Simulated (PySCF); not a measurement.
# PBr−: bond curves at several levels of theory

What are the lowest state that PBE0 finds, the bond length, vibrational wavenumber and bond energy of PBr−, and how much do these hang on the method?

Program: PySCF 2.14.0. Level of theory: P def2-TZVPPD, Br def2-TZVPPD, no relativity. These are calculated values, not measurements.

## 1. Set-up

A driver script around PySCF takes these settings:

```json
{"atoms": "P, Br", "charge": "-1", "basis": "P def2-TZVPPD, Br def2-TZVPPD", "Hamiltonian": "no relativity", "basis functions": "105", "electrons treated": "51", "masses in u": "30.9738, 78.9183", "levels": "PBE0, PBE, r²SCAN, r²SCANh, PW91, B2PLYP, B97-3, LDA, ωB97M-V, HF, MP2, SCS-MP2, CCSD, CCSD(T)", "grid": "80 radial by 434 angular points", "occupations": "held fixed by the projection of orbital angular momentum", "dissociation limit": "P + Br−, each in its ground configuration", "starting distance in angstrom": "2.280", "values of 2S to try": "1, 3"}
```

Launch:

```
OMP_NUM_THREADS=2 python dia.py task.json out
```

The runs that follow: The PBE0 curve of the state that the search chose; Higher solutions at PBE0; PBE (GGA); r²SCAN; r²SCANh (hybrid meta-GGA); PW91 (GGA); B2PLYP (double hybrid); B97-3; LDA; ωB97M-V (range-separated hybrid); UHF (mean field); Correlated methods on the Hartree–Fock reference.

What does the calculation give? Wanted: for each run, Re; ωe; De; μ.

**Answer**, as computed:

Lowest PBE0 solution found, without spin–orbit coupling: ²Π (doublet), unpaired electrons π ↑. State 4 has its PBE0 minimum 0.89 eV higher, as a spin-mixed determinant (⟨S²⟩ = 1.77), so this is no gap between pure states. The other levels ran on the lowest alone.

```csv
level,Re (Å),ωe (cm⁻¹),De (eV),μ (D)
UHF,2.375,299.8,-0.63,3.41
UHF-MP2,2.315,339,0.300,n/a
UHF-SCS-MP2,2.335,327,0.371,n/a
UHF-CCSD,2.342,321,0.274,n/a
UHF-CCSD(T),2.343,321,0.393,n/a
LDA,2.293,345,1.37,4.12
PBE,2.337,321,0.89,4.02
PW91,2.339,319,0.90,3.99
r²SCAN,2.325,328,0.70,4.07
r²SCANh,2.320,332,0.65,4.03
PBE0,2.316,335,0.73,3.95
B97-3,2.333,326,0.82,3.93
ωB97M-V,2.330,326,0.75,3.79
B2PLYP,2.344,317,0.57,3.68
```

De is counted to P + Br− in their ground configurations. A positive dipole points from P to Br; in an ion it is taken about the centre of mass and does not tell which atom is negative.

Differences from CCSD(T) in the same basis:

| level | Re (mÅ) | ωe (%) |
| --- | --- | --- |
| UHF | +31 | -6.5 |
| UHF-MP2 | -28 | +5.9 |
| UHF-SCS-MP2 | -9 | +2.1 |
| UHF-CCSD | -1 | +0.2 |
| LDA | -50 | +7.5 |
| PBE | -6 | +0.1 |
| PW91 | -4 | -0.4 |
| r²SCAN | -18 | +2.4 |
| r²SCANh | -24 | +3.7 |
| PBE0 | -27 | +4.5 |
| B97-3 | -11 | +1.7 |
| ωB97M-V | -14 | +1.9 |
| B2PLYP | +1 | -1.1 |

Against CCSD(T) in the same basis, the bond length is nearest at UHF-CCSD and B2PLYP (1 mÅ off) and farthest at LDA (-50 mÅ); the wavenumber is nearest at PBE (+0.1 %) and farthest at LDA (+7.5 %). Among the levels with a De in the table, it runs from -0.63 eV (UHF) to 1.37 eV (LDA).

Correlated steps freeze 14 core orbitals. B2PLYP dipoles, levels and charges come from its SCF part alone. A negative De means that the minimum lies above the separated atoms at that level. With some functionals the highest level of the anion is positive, from self-interaction error or because the anion is truly unbound there; the finite basis then holds the extra electron, and no neutral molecule was run to test the binding. At UHF-MP2, UHF-SCS-MP2 the stretched side of the curve climbs above De, by a hump or because the determinant held fixed goes to a higher limit.
